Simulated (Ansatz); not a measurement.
**C₂H₈GeSSi: vertical ionisation energy**

How much energy removes an electron from C₂H₈GeSSi at fixed geometry? The cation is run at each level and the neutral's energy taken from earlier runs.

Computed with Ansatz 0.2.0, Gaussian basis. Level: unrestricted cation, the program's frozen cores in correlated methods.

The runs, in order: UKS PBE-D4/def2-TZVPP; UKS r2SCAN-D4/def2-TZVPP; UKS PBE0-D4/def2-TZVPP; UKS B3LYP-D4/def2-TZVPP; UKS wB97X-V/def2-TZVPP; UKS wB97M-V/def2-TZVPP; UKS B2PLYP/def2-TZVPP; UHF-CCSD(T)/def2-TZVPP; UHF-MP2/def2-QZVPP; extrapolation to the limit; then −ε(HOMO) from the neutral's earlier runs with LDA (SPW92), PBE-D4, revPBE-D4, BLYP-D4, r2SCAN-D4, B97M-V, PBE0-D4, B3LYP-D4, r2SCANh-D4, r2SCAN0-D4, HSE06-D4, BHLYP-D4, CAM-B3LYP-D4, LC-ωPBE, ωB97X-V, ωB97M-V.

## (1) Structure used throughout

All runs share one geometry, relaxed beforehand with PBE0-D4 in a triple-zeta def2 set.

13 atoms, charge 0, spin multiplicity 1.

Atoms are counted from 1 here; the program's logs count them from 0.

Bond lengths: C1–C2 1.329 Å, C1–H6 1.087 Å, C1–H7 1.086 Å, C2–Si3 1.860 Å, C2–H8 1.090 Å, Si3–S4 2.132 Å, Si3–H9 1.486 Å, Si3–H10 1.488 Å, S4–Ge5 2.229 Å, Ge5–H11 1.536 Å, Ge5–H12 1.536 Å, Ge5–H13 1.534 Å. Angles: C2–C1–H6 121.4°, C2–C1–H7 122.1°, H6–C1–H7 116.5°, C1–C2–Si3 124.1°, C1–C2–H8 118.4°, Si3–C2–H8 117.6°, C2–Si3–S4 112.2°, C2–Si3–H9 111.0°, C2–Si3–H10 109.0°, S4–Si3–H9 105.6°, S4–Si3–H10 110.4°, H9–Si3–H10 108.6°, Si3–S4–Ge5 98.5°, S4–Ge5–H11 110.0°, S4–Ge5–H12 109.0°, S4–Ge5–H13 106.4°, H11–Ge5–H12 110.2°, H11–Ge5–H13 110.0° and more.

## (2) Cation, UKS PBE-D4/def2-TZVPP

Input file in.yaml:

```yaml
crystal:
  periodic: [false, false, false]
  atoms:
    - {symbol: C, position_ang: [-1.071235, -0.470971, 1.589287]}
    - {symbol: C, position_ang: [0.220193, -0.762486, 1.467718]}
    - {symbol: Si, position_ang: [1.054209, -1.144167, -0.150206]}
    - {symbol: S, position_ang: [-0.193806, -0.705145, -1.822123]}
    - {symbol: Ge, position_ang: [-0.298331, 1.508810, -1.583291]}
    - {symbol: H, position_ang: [-1.728589, -0.440305, 0.724674]}
    - {symbol: H, position_ang: [-1.526904, -0.257174, 2.551855]}
    - {symbol: H, position_ang: [0.833857, -0.780891, 2.368362]}
    - {symbol: H, position_ang: [1.372143, -2.591997, -0.258173]}
    - {symbol: H, position_ang: [2.323117, -0.372023, -0.233784]}
    - {symbol: H, position_ang: [-1.564849, 1.895245, -0.805293]}
    - {symbol: H, position_ang: [0.952563, 1.990591, -0.834126]}
    - {symbol: H, position_ang: [-0.352069, 2.095714, -3.000001]}
basis:
  gaussian: {orbitals: def2-TZVPP}
total_charge: 1
magnetization: {spin_polarized: true, initial_magnetization: 1}
hamiltonian: {xc: pbe, dispersion: d4}
```

The runs that follow: Cation, UKS r2SCAN-D4/def2-TZVPP; Cation, UKS PBE0-D4/def2-TZVPP; Cation, UKS B3LYP-D4/def2-TZVPP; Cation, UKS wB97X-V/def2-TZVPP; Cation, UKS wB97M-V/def2-TZVPP; Cation, UKS B2PLYP (frozen core)/def2-TZVPP; Cation, UHF-CCSD(T)/def2-TZVPP; Cation, UHF-MP2/def2-QZVPP.

**Question.** What will the summary of the whole plan be? Wanted: ionisation energy, CCSD(T)/CBS; nearest functional by difference; nearest −ε(HOMO); −ε(HOMO) of PBE; T1 of the cation.

The runs gave:

| quantity | value |
| --- | --- |
| ionisation energy, CCSD(T)/CBS | 9.50 eV |
| nearest functional by difference | ωB97X-V (-0.12 eV) |
| nearest −ε(HOMO) | ωB97M-V (-0.00 eV) |
| −ε(HOMO) of PBE | 6.15 eV |
| T1 of the cation | 0.018 |

In words: By cation minus neutral, the functionals miss by 0.50 eV at most. The PBE orbital energy is 3.3 eV too small: a semilocal HOMO is no ionisation energy. Among orbital estimates ωB97M-V comes nearest. Hartree-Fock falls 1.14 eV short, as the neutral has more correlation energy than the cation. The cation may have settled in a state other than its lowest; no search over hole states beyond the program's own was made. Correlated methods include outer-core shells of Ge, which these sets cover unevenly. With outer-core shells in play the reference is unsure by up to some tenths of an eV, so close misses can't be ranked.
